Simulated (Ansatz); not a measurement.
# BaFeO3: further runs on the relaxed cell

One table from this session's results is given with a row withheld; the runs are named, their logs left out.

The COD entry's cell or inner coordinates are ideal or old and differ from later refinements, so a difference from it is no clean test against experiment.

Computed with Ansatz 0.2.0 (DFT PBEsol, scalar-relativistic, plane waves, PAW, unless a step's input says otherwise).

2 further runs of the same task are left out: 2 set aside as unsound or not needed.

## Starting point

It takes space group Pm-3m (No. 221, cubic). Conventional cell: a = 3.885 Å, b = 3.885 Å, c = 3.885 Å, α = 90.00°, β = 90.00°, γ = 90.00°. Around Ba (site symmetry m-3m) lie 12 O at 2.75 Å. Fe (site symmetry m-3m) is surrounded by 6 O at 1.94 Å. Around O (site symmetry 4/mmm) lie 2 Fe at 1.94 Å and 4 Ba at 2.75 Å.

Coordinates:

```cif
data_structure
_symmetry_space_group_name_H-M 'P 1'
_symmetry_Int_Tables_number 1
_cell_length_a 3.8847
_cell_length_b 3.8847
_cell_length_c 3.8847
_cell_angle_alpha 90.000
_cell_angle_beta 90.000
_cell_angle_gamma 90.000
_cell_volume 58.62
loop_
_atom_site_label
_atom_site_type_symbol
_atom_site_fract_x
_atom_site_fract_y
_atom_site_fract_z
_atom_site_occupancy
Ba1 Ba 0.00000 0.00000 0.00000 1
Fe1 Fe 0.50000 0.50000 0.50000 1
O1 O 0.50000 0.50000 0.00000 1
O2 O 0.00000 0.50000 0.50000 1
O3 O 0.50000 0.00000 0.50000 1
```

It is the result of an earlier relaxation at this level (volume 11.72 Å³/atom; gap on the mesh: none (metal), site moments up to 2.7 μB).

The first run:

input.yaml

```yaml
crystal:
  lattice:
    - [3.8846583487, 0.0, 0.0]
    - [0.0, 3.8846583487, 0.0]
    - [0.0, 0.0, 3.8846583487]
  atoms:
    - { symbol: Ba, position: [0.0, 0.0, 0.0] }
    - { symbol: Fe, position: [0.5, 0.5, 0.5], spin: 2.92 }
    - { symbol: O, position: [0.5, 0.5, 0.0], spin: 0.18 }
    - { symbol: O, position: [0.0, 0.5, 0.5], spin: 0.18 }
    - { symbol: O, position: [0.5, 0.0, 0.5], spin: 0.18 }
basis:
  ecutwfc: 420
kpoints:
  mp_grid: { grid: [10, 10, 10] }
  band_path:
    path:
      - [[0.0, 0.0, 0.0], [0.0, 0.5, 0.0], [0.5, 0.5, 0.0], [0.0, 0.0, 0.0], [0.5, 0.5, 0.5], [0.0, 0.5, 0.0]]
      - [[0.5, 0.5, 0.5], [0.5, 0.5, 0.0]]
    npoints: 14
hamiltonian:
  xc: pbesol
scf:
  occupations: { method: gaussian, width: 0.1 }
  n_extra_bands: 12
output:
  forces: true
  stress: true
  eigenvalues: true
  populations: true
  dos: { projected: true, de: 0.02, nscf_kmesh: { grid: [15, 15, 15] } }
  bader: true
  write_density: true
  write_potential: true
  elf: true
  volumetric_format: npy
magnetization:
  spin_polarized: true
checkpoint:
  read: start.run
  write: ck
  compress: false
  write_wavefunctions: false
  write_every: 100000
```

Run with:

```bash
> ansatz run input.yaml --threads 2 --pin off --max-ram 5120MiB --backend cpu --events-out ev --progress --plain --runs-dir out
```

Steps of the session up to this table: Static run: bands, density of states and charges; The cell as listed, for comparison; Volume × 0.97; Point at V/V0 = 1.03; Point at V/V0 = 0.94; Volume × 1.06; Point at V/V0 = 0.91; Volume × 1.10; The cell scaled to 0.88 of its volume.

One of the session's tables, all rows but one given; the rest of the session is left out.

It belongs to the step «Fit of the equation of state». 

| volume (Å³/atom) | energy above the lowest point (meV/atom) | pressure (GPa) | largest moment (μB) |
| --- | --- | --- | --- |
| 10.317 | 112.5 | 28.60 | 2.46 |
| 10.669 | 59.4 | 19.66 | 2.53 |
| 11.021 | 24.7 | 11.98 | 2.58 |
| 11.373 | 5.7 | 5.45 | 2.62 |
| 11.724 | 0.0 | -0.03 | 2.66 |
| 12.076 | ? | ? | ? |
| 12.428 | 20.0 | -8.38 | 2.76 |
| 12.897 | 50.7 | -12.32 | 2.86 |

Estimate the missing values for volume (Å³/atom) = 12.076.

Worked estimate for «energy above the lowest point (meV/atom)». A straight line through the neighbours (11.724, 0.0) and (12.428, 20.0) gives 0.0 + (20.0 − 0.0) × (12.076 − 11.724) / (12.428 − 11.724) = 10.0; a parabola fitted to 4 rows on both sides gives 5.6.

The run gave: energy above the lowest point (meV/atom): 5.4; pressure (GPa): -4.62; largest moment (μB): 2.70. In «energy above the lowest point (meV/atom)» the line misses by +4.6 and the parabola by +0.2.

Caveats from the session: Without a U such compounds often come out metallic though many are antiferromagnetic insulators. Warnings in the runs' records: stability check not made.
